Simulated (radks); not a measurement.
**Ionising germanium step by step, Ge to Ge¹⁵⁺**

The task here is to estimate one member of a computed series from the others.

Program: radks (a radial shooting solver on a logarithmic mesh, Libxc functionals) version 1. Level of theory: scalar-relativistic Kohn-Sham, PBE, spin-polarised, spherical densities, finite nucleus; open shells are filled with parallel spins first. These are calculated values, not measurements, unless marked.

**Starting point**

- element: germanium (Z = 32)
- charges: 0 to 15
- first configuration: [Ar] 3d10 4s2 4p2
- last configuration: [Ne] 3s2 3p5

The outer shells:

Ge
```
[Ar] core
3d [↑↓][↑↓][↑↓][↑↓][↑↓]
4s [↑↓]
4p [↑ ][↑ ][  ]
```

Ge¹⁵⁺
```
[Ne] core
3s [↑↓]
3p [↑↓][↑↓][↑ ]
```

The first run:

The run's settings:

```text
Z 32
configuration [Ar] 3d10 4s2 4p2
relativity scalar-relativistic
functional pbe,pbe
spin polarised
nucleus finite rms 4.0742 fm
c 137.035999084
```

Among the steps run: Ge, [Ar] 3d10 4s2 4p2; Ge⁺, [Ar] 3d10 4s2 4p1; Ge²⁺, [Ar] 3d10 4s2; Ge³⁺, [Ar] 3d10 4s1; Ge⁴⁺, [Ar] 3d10; Ge⁵⁺, [Ar] 3d9; Ge⁶⁺, [Ar] 3d8; Ge⁷⁺, [Ar] 3d7; Ge⁸⁺, [Ar] 3d6; Ge⁹⁺, [Ar] 3d5; Ge¹⁰⁺, [Ar] 3d4; Ge¹¹⁺, [Ar] 3d3; Ge¹²⁺, [Ar] 3d2; Ge¹³⁺, [Ar] 3d1; Ge¹⁴⁺, [Ar]; Ge¹⁵⁺, [Ne] 3s2 3p5.

One of the session's tables, all rows but one given; the rest of the session is left out.

| species | Δ-SCF (eV) | −ε(HOMO) (eV) |
| --- | --- | --- |
| Ge | 7.944 | 4.415 |
| Ge⁺ | 15.687 | 11.671 |
| Ge²⁺ | 34.414 | 29.250 |
| Ge³⁺ | 46.719 | 41.167 |
| Ge⁴⁺ | 90.626 | 78.036 |
| Ge⁵⁺ | ? | ? |
| Ge⁶⁺ | 145.82 | 131.23 |
| Ge⁷⁺ | 176.18 | 160.74 |
| Ge⁸⁺ | 208.16 | 191.94 |
| Ge⁹⁺ | 252.18 | 234.42 |
| Ge¹⁰⁺ | 288.81 | 270.26 |
| Ge¹¹⁺ | 326.96 | 307.67 |
| Ge¹²⁺ | 366.55 | 346.57 |
| Ge¹³⁺ | 407.46 | 386.84 |
| Ge¹⁴⁺ | 530.15 | 510.69 |

Q: Estimate the row for Ge⁵⁺ from the others.

As computed: Δ-SCF (eV): 117.24; −ε(HOMO) (eV): 103.60. In the column «Δ-SCF (eV)» it lies between Ge⁴⁺ (90.626) and Ge⁶⁺ (145.82).

Reference values: NIST Atomic Spectra Database (exp. measured, semi-emp. semi-empirical, theory a theoretical value adopted there). The steepest step, after dividing by the final charge, comes at Ge⁴⁺ in [Ar] 3d10, where the value goes from 46.719 to 90.626 eV. There the highest level belongs to another shell. Against the measured or semi-empirical entries the Δ-SCF values err by +0.6 % on average (signed), at worst +2.2 % (Ge³⁺). Minus the highest eigenvalue gives 56 to 96 % of the Δ-SCF value along the ladder. Open shells are spherical and high-spin; term and fine-structure splittings are not resolved.

**Measured values.**

From NIST Atomic Spectra Database: ionisation energy of Ge 7.89944 eV; ionisation energy of Ge⁺ 15.9346 eV; ionisation energy of Ge²⁺ 34.0576 eV; ionisation energy of Ge³⁺ 45.7155 eV; ionisation energy of Ge⁴⁺ 90.5 ± 0.019 eV.
